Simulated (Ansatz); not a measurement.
# Fe2O3 (Hematite): the cost of one run

Method: DFT PBE+U (U_eff = 4 eV on Fe 3d), scalar-relativistic, plane waves, PAW, in Ansatz 0.2.0.

## Step 1: The structure to begin with

Symmetry: R-3c, No. 167, trigonal system. The conventional cell has a = 5.104 Å, b = 5.104 Å, c = 13.942 Å, α = 90.00°, β = 90.00°, γ = 120.00°. Around Fe (site symmetry 3) lie 6 O at 1.97 to 2.14 Å. Around O (site symmetry 2) lie 4 Fe at 1.97 to 2.14 Å.

Coordinates:

```
CELL_PARAMETERS angstrom
2.55204 1.47342 4.64745
-2.55204 1.47342 4.64745
0.00000 -2.94685 4.64745
ATOMIC_POSITIONS crystal
Fe 0.35533 0.35533 0.35533
Fe 0.14467 0.14467 0.14467
Fe 0.64467 0.64467 0.64467
Fe 0.85533 0.85533 0.85533
O 0.55557 0.94443 0.25000
O 0.25000 0.55557 0.94443
O 0.94443 0.25000 0.55557
O 0.44443 0.05557 0.75000
O 0.75000 0.44443 0.05557
O 0.05557 0.75000 0.44443
```

An earlier run at PBE+U (U_eff = 4 eV on Fe 3d) left this cell at 10.485 Å³/atom and -0.01 GPa (4×4×4 mesh). The large moments point both ways and cancel.

## Step 2: Field gradients and densities at the nuclei

input.yaml reads:

```yaml
crystal:
  lattice:
    - [2.5520435564, 1.4734230344, 4.6474546616]
    - [-2.5520435564, 1.4734230344, 4.6474546616]
    - [0.0, -2.9468460685, 4.6474546617]
  atoms:
    - { symbol: Fe, position: [0.3553279754, 0.3553279754, 0.3553279754], spin: 4.19 }
    - { symbol: Fe, position: [0.1446720254, 0.1446720254, 0.1446720254], spin: -4.19 }
    - { symbol: Fe, position: [0.6446720246, 0.6446720246, 0.6446720246], spin: 4.19 }
    - { symbol: Fe, position: [0.8553279746, 0.8553279746, 0.8553279746], spin: -4.19 }
    - { symbol: O, position: [0.5555685399, 0.9444314587, 0.2500000014] }
    - { symbol: O, position: [0.2500000014, 0.5555685399, 0.9444314587] }
    - { symbol: O, position: [0.9444314587, 0.2500000014, 0.5555685399] }
    - { symbol: O, position: [0.4444314601, 0.0555685413, 0.7499999986] }
    - { symbol: O, position: [0.7499999986, 0.4444314601, 0.0555685413] }
    - { symbol: O, position: [0.0555685413, 0.7499999986, 0.4444314601] }
basis:
  ecutwfc: 420
  ecutrho_ratio: 4
kpoints:
  mp_grid: { grid: [4, 4, 4] }
hamiltonian:
  xc: pbe
  hubbard: { sites: [{ species: Fe, l: d, u_eff: 4.0 }] }
  pseudopotentials: { kind: paw, frozen_core: stored }
scf:
  occupations: { method: gaussian, width: 0.05 }
  lower_state_search: "off"
output:
  forces: true
  stress: true
  eigenvalues: true
  populations: true
  hubbard: { sites: [{ species: Fe, l: d }] }
  efg:
    contact_densities: true
    quadrupole_moments_barn: { O: -0.02558, Fe: 0.16 }
magnetization:
  spin_polarized: true
checkpoint:
  read: start.run
  write: ck
  compress: false
  write_wavefunctions: false
  write_every: 100000
```

It reads its starting density from start.run, saved by an earlier run on this cell.

On the command line:

```
ansatz run input.yaml --threads 4 --pin off --max-ram 10240MiB --backend cpu --events-out ev --progress --plain --runs-dir out
```

**Question.** How long does this run take on 4 threads of Intel Xeon Platinum 8259CL at 2.50GHz (Skylake/Cascade Lake), shared host, and how much memory does it need?

About 7.2 s, with a peak of 0.7 GiB.
